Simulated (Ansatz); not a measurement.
Working through a comparison of functionals at one structure of AlNi, space group Pm-3m

Program: the Ansatz DFT code, driven from Python.

The cells in order, each with its output:

In [1]:
```python
import ansatz as az
from ase import Atoms
```

In [2]:
```python
atoms = Atoms(
    ["Al", "Ni"],
    scaled_positions=[
        (0.0, 0.0, 0.0),
        (0.5, 0.5, 0.5),
    ],
    cell=[
        (2.881, 0.0, 0.0),
        (0.0, 2.881, 0.0),
        (0.0, 0.0, 2.881),
    ],
    pbc=True,
)
atoms.set_initial_magnetic_moments([0.0, 1.0])
alni = az.Crystal.from_ase(atoms)
```

In [3]:
```python
calc = (
    alni.calculation()
    .basis(510)
    .kpoints(length=26)
    .occupations("fermi_dirac")
    .spin("collinear")
    .scf(tolerance=1e-10)
    .stress()
)
```

In [4]:
```python
rows = []
for value in ["pbesol", "blyp", "rpbe", "pbe", "lda"]:
    data = calc.functional(value).run().report
    rows.append((value, data["free_energy_ev"] / len(data["lattice"]["sites"]), data["n_iterations"], sum(data["stress_gpa"][i][i] for i in range(3)) / 3, data["magnetization_mub"], data["n_kpoints"]))
```
```text
RunWarning: the starting moments were not kept: the SCF closed with an absolute magnetisation of 8.8e-8 μB, where they sum to 1 μB in size (1 site). That is at most 0.1 of that sum. Measured as dr2_m [...]
```

In [5]:
```python
print("  functional   F/atom (eV)    iterations       P (GPa)  moment (muB)      k-points")
for row in rows:
    print(f"{str(row[0]):>12s}  {row[1]:12.5f}  {row[2]:12d}  {row[3]:12.3f}  {row[4]:12.3f}  {row[5]:12d}")
```
```text
  functional   F/atom (eV)    iterations       P (GPa)  moment (muB)      k-points
      pbesol   -3165.43525            13        -3.238        -0.000            35
        blyp   -3195.02450            12         6.734         0.000            35
        rpbe   -3193.22484            13         5.940         0.000            35
         pbe   -3189.27045            12         2.070        -0.000            35
         lda   -3143.82101            13        -8.475        -0.000            35
```

From lowest to highest: LDA (-8.5 GPa), PBEsol (-3.2 GPa), PBE (2.1 GPa), RPBE (5.9 GPa) and BLYP (6.7 GPa). At a fixed cell a lower pressure usually means a smaller equilibrium volume, so LDA prefers the smallest cell and BLYP the largest.

The SCF didn't keep the moments it started from (some shrank, vanished or turned); what is printed is the state reached. BLYP can be off by several per cent in the lattices of metals, and by several GPa in the pressure at a fixed cell. For a metal this k-point mesh is coarse: on a finer one energies can move by several to tens of meV an atom and pressures by half a GPa or more, differences at one mesh by less. The overall sign of a collinear moment is arbitrary, and semilocal functionals can give small moments to compounds that are paramagnetic. Pressure is positive in compression. The starting cell is as deposited in a crystallographic database; the results hold for this polymorph, which needn't be the stable one. Warnings are shown shortened and without file and line. Total energies of different functionals can't be compared; pressures, moments and gaps at this one structure can. Wall time of the script: 16 s on 1 thread of Arm Neoverse V2, with other jobs on the host, peak memory 0.39 GiB.
